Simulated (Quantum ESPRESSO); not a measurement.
The system is Ti.

```xyz
1
Lattice="0.0000 2.1250 2.1250 2.1250 0.0000 2.1250 2.1250 2.1250 0.0000" Properties=species:S:1:pos:R:3 pbc="T T T"
Ti    0.0000    0.0000    0.0000
```

The cell was built by a generator and needn't be a form met in nature.

Base run:

```yaml
Program: Quantum ESPRESSO 7.5
Functional: LDA
Potentials_or_basis: GBRV 1.5 LDA
Cutoff: 612 eV
Density_cutoff: 4898 eV
k_mesh: 16 × 16 × 16
Occupations: methfessel-paxton, width 0.1 eV
Spin: no spin polarisation
```

Its results: band gap on the k mesh none (metal or under the smearing width); pressure -16.1 GPa.

The run is repeated on the same cell with these changes: functional from LDA to PBEsol; potentials or basis from GBRV 1.5 LDA to GBRV 1.5 PBEsol. What comes out?

Band gap on the k mesh none (metal or under the smearing width); pressure -12.6 GPa.

Caveats: so large a pressure means that the cell lies far from this level's equilibrium, or that cutoff or potentials fall short (some runs).

Not every run made on this cell is shown here.
